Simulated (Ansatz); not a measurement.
# H4OPSb: the cost of one run

All numbers below are computed with Ansatz 0.2.0 (RKS PBE/def2-SVP).

**1. The system as given**

Bond lengths: P1–O2 1.718 Å, P1–Sb3 2.916 Å, O2–Sb3 1.997 Å, P1–H4 1.406 Å, P1–H5 1.506 Å, Sb3–H6 1.769 Å, Sb3–H7 1.780 Å. Angles: P1–O2–Sb3 103.1°, O2–P1–Sb3 41.8°, O2–P1–H4 93.3°, O2–P1–H5 93.2°, Sb3–P1–H4 135.1°, Sb3–P1–H5 93.9°, H4–P1–H5 91.0°, P1–Sb3–O2 35.0°, P1–Sb3–H6 127.0°, P1–Sb3–H7 86.9°, O2–Sb3–H6 92.4°, O2–Sb3–H7 93.2°, H6–Sb3–H7 91.2°.

Structure file:

```xyz
7

P    -0.7125   -0.1707   -1.2988
O    -0.5519   -0.1105    0.4108
Sb    1.3211    0.5330    0.6688
H    -2.0111   -0.7075   -1.2403
H    -1.2658    1.2278   -1.3793
H     1.2616    0.2381    2.4118
H     2.0198   -1.0782    0.3813
```

**2. Relaxing end A**

input.yaml reads:

```yaml
crystal:
  periodic: [false, false, false]
  atoms:
    - { symbol: P, position_ang: [-0.7125, -0.1707, -1.2988] }
    - { symbol: O, position_ang: [-0.5519, -0.1105, 0.4108] }
    - { symbol: Sb, position_ang: [1.3211, 0.533, 0.6688] }
    - { symbol: H, position_ang: [-2.0111, -0.7075, -1.2403] }
    - { symbol: H, position_ang: [-1.2658, 1.2278, -1.3793] }
    - { symbol: H, position_ang: [1.2616, 0.2381, 2.4118] }
    - { symbol: H, position_ang: [2.0198, -1.0782, 0.3813] }
basis:
  gaussian: { orbitals: def2-SVP }
hamiltonian:
  xc: pbe
relax:
  f_tol: 0.02
  max_steps: 50
```

On the command line:

```console
ansatz run input.yaml --threads 1 --pin off --max-ram 2048MiB --backend cpu --events-out ev --progress --plain --runs-dir out
```

What time and memory should one allow on 1 thread of Arm Neoverse V1, shared host?

About 26 s, with a peak of 0.14 GiB.
